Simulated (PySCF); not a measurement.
# Methyldifluoroisocyanate Silane (C2H3F2NOSi): NMR shifts in gas and solvents, part 2 of 2

PySCF 2.14.0. Atoms count from 0. Earlier steps stand in the parts before.

## 6. Nuclear shieldings: B97-2/pcSseg-2

The job: settings as JSON, then the geometry in Å.

```
{"job": {"kind": "nmr", "xc": "B97-2", "basis": "pcSseg-2", "pop": false}, "charge": 0, "multiplicity": 1}
C     -1.281492    -0.774996    -0.100130
Si    -0.288992     0.761967    -0.023773
F     -0.545299     1.659847    -1.300744
F     -0.699140     1.632708     1.231027
N      1.374892     0.488340     0.076340
C      2.451893    -0.018053     0.174600
O      3.510865    -0.485712     0.268529
H     -0.982383    -1.384760    -0.954940
H     -1.149276    -1.364887     0.809055
H     -2.342219    -0.535707    -0.203042
```

Level: GIAO B97-2/pcSseg-2 NMR shielding, non-relativistic, gas phase.

Log:

```text
coarse grid: 9976 points
cycle   1  E = -697.2542068717  dE =  1.076e+00  |g| = 1.081e+00  |ddm| = 2.551e+00
cycle   2  E = -696.8459531185  dE =  4.083e-01  |g| = 1.894e+00  |ddm| = 1.294e+00
cycle   3  E = -697.4162341081  dE = -5.703e-01  |g| = 4.027e-01  |ddm| = 9.252e-01
cycle   4  E = -697.4486070566  dE = -3.237e-02  |g| = 7.948e-02  |ddm| = 2.085e-01
cycle   5  E = -697.4496378737  dE = -1.031e-03  |g| = 3.181e-02  |ddm| = 5.780e-02
cycle   6  E = -697.4498564094  dE = -2.185e-04  |g| = 6.710e-03  |ddm| = 2.127e-02
cycle   7  E = -697.4498640419  dE = -7.633e-06  |g| = 2.729e-03  |ddm| = 3.858e-03
final grid: 95872 points
cycle   8  E = -697.4477598222  dE = -8.030e-05  |g| = 1.521e-02  |ddm| = 4.190e-02
cycle   9  E = -697.4477142354  dE =  4.559e-05  |g| = 2.289e-02  |ddm| = 1.424e-02
cycle  10  E = -697.4477895978  dE = -7.536e-05  |g| = 3.041e-03  |ddm| = 9.374e-03
cycle  11  E = -697.4477910995  dE = -1.502e-06  |g| = 1.109e-03  |ddm| = 1.682e-03
cycle  12  E = -697.4477913160  dE = -2.165e-07  |g| = 1.732e-04  |ddm| = 5.029e-04
cycle  13  E = -697.4477913218  dE = -5.832e-09  |g| = 7.140e-05  |ddm| = 1.405e-04
cycle  14  E = -697.4477913228  dE = -9.688e-10  |g| = 1.723e-05  |ddm| = 3.873e-05
converged SCF energy = -697.4477913228

GIAO shielding tensors (ppm)
atom      isotropic    diamagn.    paramagn.     s11        s22        s33       span
  0 C      190.391     247.059     -56.668    187.157    187.835    196.181      9.023
  1 Si     403.676     875.393    -471.716    367.826    390.616    452.587     84.762
  2 F      320.765     466.704    -145.939    269.372    305.334    387.587    118.215
  3 F      320.304     466.778    -146.474    268.829    305.346    386.738    117.909
  4 N      215.514     335.055    -119.540    154.436    155.472    336.635    182.199
  5 C       59.903     266.391    -206.488    -48.193    -47.595    275.497    323.689
  6 O      195.602     394.139    -198.537    101.775    104.822    380.207    278.432
  7 H       31.278      31.123       0.155     27.300     28.824     37.710     10.409
  8 H       31.266      31.067       0.199     27.320     28.763     37.715     10.396
  9 H       31.176      29.036       2.140     26.877     28.204     38.447     11.570
```

Run time: 36 s. Hardware: 1 thread of Arm Neoverse V1, shared host; peak memory 1.3 GiB.

In short: δ C5 125.5, C0 -5.0, Si1 -55.2, F2 -144.6, H7 0.40 ppm (means over like atoms).

## 7. Shielding tensors: WP04/pcSseg-2 in chloroform

Settings changed since step 6:

```diff
@@ -1,2 +1,2 @@
-{"job": {"kind": "nmr", "xc": "B97-2", "basis": "pcSseg-2", "pop": false}, "charge": 0, "multiplicity": 1}
+{"job": {"kind": "nmr", "xc": "WP04", "basis": "pcSseg-2", "pop": false, "solvent": "chloroform"}, "charge": 0, "multiplicity": 1}
 C     -1.281492    -0.774996    -0.100130
```

Level: GIAO WP04/pcSseg-2 NMR shielding, non-relativistic, IEF-PCM chloroform.

Log:

```text
coarse grid: 9976 points
cycle   1  E = -708.1912167195  dE =  1.136e+00  |g| = 1.584e+00  |ddm| = 2.501e+00
cycle   2  E = -707.3033368479  dE =  8.879e-01  |g| = 2.760e+00  |ddm| = 1.822e+00
cycle   3  E = -708.5055892143  dE = -1.202e+00  |g| = 6.092e-01  |ddm| = 1.398e+00
cycle   4  E = -708.5767823865  dE = -7.119e-02  |g| = 1.717e-01  |ddm| = 3.297e-01
cycle   5  E = -708.5814255590  dE = -4.643e-03  |g| = 6.742e-02  |ddm| = 1.239e-01
cycle   6  E = -708.5824141320  dE = -9.886e-04  |g| = 1.540e-02  |ddm| = 4.677e-02
cycle   7  E = -708.5824520361  dE = -3.790e-05  |g| = 5.649e-03  |ddm| = 8.705e-03
cycle   8  E = -708.5824571585  dE = -5.122e-06  |g| = 1.326e-03  |ddm| = 2.923e-03
final grid: 95872 points
cycle   9  E = -708.5834948323  dE = -1.059e-04  |g| = 8.768e-03  |ddm| = 4.094e-02
cycle  10  E = -708.5834498726  dE =  4.496e-05  |g| = 1.746e-02  |ddm| = 1.157e-02
cycle  11  E = -708.5835081247  dE = -5.825e-05  |g| = 3.510e-03  |ddm| = 8.288e-03
cycle  12  E = -708.5835106454  dE = -2.521e-06  |g| = 4.904e-04  |ddm| = 1.874e-03
cycle  13  E = -708.5835106828  dE = -3.743e-08  |g| = 2.420e-04  |ddm| = 3.092e-04
cycle  14  E = -708.5835106916  dE = -8.743e-09  |g| = 6.025e-05  |ddm| = 1.250e-04
cycle  15  E = -708.5835106922  dE = -5.775e-10  |g| = 1.903e-05  |ddm| = 4.201e-05
converged SCF energy = -708.5835106922

GIAO shielding tensors (ppm)
atom      isotropic    diamagn.    paramagn.     s11        s22        s33       span
  0 C      179.376     245.859     -66.484    175.971    176.707    185.449      9.478
  1 Si     400.488     876.805    -476.317    361.543    380.809    459.113     97.570
  2 F      334.316     470.451    -136.134    283.926    316.699    402.324    118.398
  3 F      333.894     470.513    -136.619    283.422    316.688    401.572    118.151
  4 N      207.136     329.015    -121.879    139.964    140.987    340.458    200.494
  5 C       50.577     265.199    -214.623    -62.072    -61.318    275.121    337.193
  6 O      193.024     392.834    -199.810     95.262     97.863    385.948    290.686
  7 H       31.259      31.061       0.199     27.425     28.935     37.418      9.993
  8 H       31.250      31.012       0.238     27.446     28.879     37.425      9.979
  9 H       31.220      28.992       2.228     27.098     28.423     38.140     11.042
```

Run time: 38 s. Hardware: 1 thread of Arm Neoverse V1, shared host; peak memory 1.3 GiB.

This run: δ C5 124.5, C0 -4.3, Si1 -71.4, F2 -155.2, H7 0.63 ppm (means over like atoms).

## 8. Shielding tensors: wB97X-D/pcSseg-2 in chloroform

Settings changed since step 7:

```diff
@@ -1,2 +1,2 @@
-{"job": {"kind": "nmr", "xc": "WP04", "basis": "pcSseg-2", "pop": false, "solvent": "chloroform"}, "charge": 0, "multiplicity": 1}
+{"job": {"kind": "nmr", "xc": "wB97X-D", "basis": "pcSseg-2", "pop": false, "solvent": "chloroform"}, "charge": 0, "multiplicity": 1}
 C     -1.281492    -0.774996    -0.100130
```

With the program's defaults for keys left out, this is: GIAO wB97X-D/pcSseg-2 NMR shielding, non-relativistic, IEF-PCM chloroform.

Log:

```text
coarse grid: 9976 points
cycle   1  E = -697.2571730135  dE =  1.128e+00  |g| = 1.043e+00  |ddm| = 2.483e+00
cycle   2  E = -697.1752894687  dE =  8.188e-02  |g| = 1.332e+00  |ddm| = 9.888e-01
cycle   3  E = -697.4389708780  dE = -2.637e-01  |g| = 1.614e-01  |ddm| = 5.673e-01
cycle   4  E = -697.4431633823  dE = -4.193e-03  |g| = 5.877e-02  |ddm| = 8.827e-02
cycle   5  E = -697.4437879271  dE = -6.245e-04  |g| = 1.137e-02  |ddm| = 3.468e-02
cycle   6  E = -697.4438135933  dE = -2.567e-05  |g| = 2.647e-03  |ddm| = 9.204e-03
cycle   7  E = -697.4438153206  dE = -1.727e-06  |g| = 7.088e-04  |ddm| = 2.432e-03
final grid: 95872 points
cycle   8  E = -697.4471817479  dE = -1.716e-04  |g| = 1.202e-02  |ddm| = 4.003e-02
cycle   9  E = -697.4471761238  dE =  5.624e-06  |g| = 1.388e-02  |ddm| = 1.069e-02
cycle  10  E = -697.4472048142  dE = -2.869e-05  |g| = 1.402e-03  |ddm| = 5.368e-03
cycle  11  E = -697.4472050935  dE = -2.793e-07  |g| = 6.880e-04  |ddm| = 8.692e-04
cycle  12  E = -697.4472051734  dE = -7.986e-08  |g| = 2.232e-04  |ddm| = 4.203e-04
cycle  13  E = -697.4472051820  dE = -8.683e-09  |g| = 2.901e-05  |ddm| = 1.133e-04
cycle  14  E = -697.4472051823  dE = -2.924e-10  |g| = 1.506e-05  |ddm| = 3.841e-05
converged SCF energy = -697.4472051823

GIAO shielding tensors (ppm)
atom      isotropic    diamagn.    paramagn.     s11        s22        s33       span
  0 C      191.783     246.888     -55.105    188.150    188.880    198.319     10.168
  1 Si     392.013     874.816    -482.802    352.645    374.918    448.476     95.832
  2 F      323.004     466.767    -143.763    272.075    308.529    388.409    116.334
  3 F      322.560     466.814    -144.254    271.563    308.539    387.578    116.015
  4 N      214.569     333.675    -119.106    152.162    152.950    338.596    186.434
  5 C       56.456     264.983    -208.526    -53.173    -52.509    275.050    328.223
  6 O      200.684     393.666    -192.983    108.818    111.539    381.694    272.876
  7 H       31.077      30.757       0.320     26.952     28.516     37.764     10.812
  8 H       31.068      30.704       0.365     26.974     28.459     37.773     10.799
  9 H       31.046      28.849       2.197     26.608     27.974     38.555     11.947
```

Run time: 51 s. Hardware: 1 thread of Arm Neoverse V1, shared host; peak memory 1.4 GiB.

This run: δ C5 130.7, C0 -4.7, Si1 -50.7, F2 -135.6, H7 0.55 ppm (means over like atoms).

## 9. Run by run: NMR shifts

Shifts (ppm) of some atoms, chosen among heavy atoms and hydrogens apart, means over like atoms, with basis size and wall time:

| run | C5 | H7 | Si1 | F2 | N4 | O6 | functions | time |
| --- | --- | --- | --- | --- | --- | --- | --- | --- |
| PBE0/pcSseg-2 | 127.9 | 0.40 | -52.1 | -141.0 | 49.8 | 136.6 | 301 | 40 s |
| KT3/pcSseg-2 | 116.9 | 0.39 | -55.1 | -165.0 | 46.1 | 127.5 | 301 | 53 s |
| wB97X-D/pcSseg-2 | 129.8 | 0.40 | -52.5 | -134.6 | 46.6 | 133.1 | 301 | 49 s |
| B97-2/pcSseg-2 | 125.5 | 0.40 | -55.2 | -144.6 | 46.2 | 132.1 | 301 | 36 s |
| WP04/pcSseg-2 in chloroform | 124.5 | 0.63 | -71.4 | -155.2 | 42.9 | 130.4 | 301 | 38 s |
| wB97X-D/pcSseg-2 in chloroform | 130.7 | 0.55 | -50.7 | -135.6 | 50.0 | 134.5 | 301 | 51 s |

## 10. Summary of results

The summary covers parts 1 to 2.

| quantity | value |
| --- | --- |
| point group | Cs |
| rotational constants (main isotopes) | 3.72, 1.24, 1.21 GHz |
| 13C shifts against TMS (PBE0/pcSseg-2) | 127.9, -5.1 ppm |
| 1H shifts against TMS (PBE0/pcSseg-2, means over atoms taken as alike) | 0.40 ppm |
| 29Si shifts against TMS (PBE0/pcSseg-2) | -52.1 ppm |
| 19F shifts against CFCl3 (PBE0/pcSseg-2, means over atoms taken as alike) | -141.0 ppm |
| 15N shifts against NH3 (PBE0/pcSseg-2) | 49.8 ppm |
| 17O shifts against H2O (PBE0/pcSseg-2) | 136.6 ppm |
| range of the shift of N4 (wB97X-D/pcSseg-2 runs) | 46.6 to 50.0 ppm |

**Reading.** Over 11 steps the energy fell by 0.107 eV; of the close pairs, C0–Si1 changed most, 1.879 to 1.831 Å. At PBE0/pcSseg-2: The largest span, 326 ppm, is at C5, where the paramagnetic term is -208 ppm. At one level, wB97X-D/pcSseg-2: Across the 2 runs the shift of N4 moves most, between 46.6 (wB97X-D/pcSseg-2) and 50.0 ppm (wB97X-D/pcSseg-2 in chloroform). Most of that comes from the computed reference, not from the atom's own shielding.
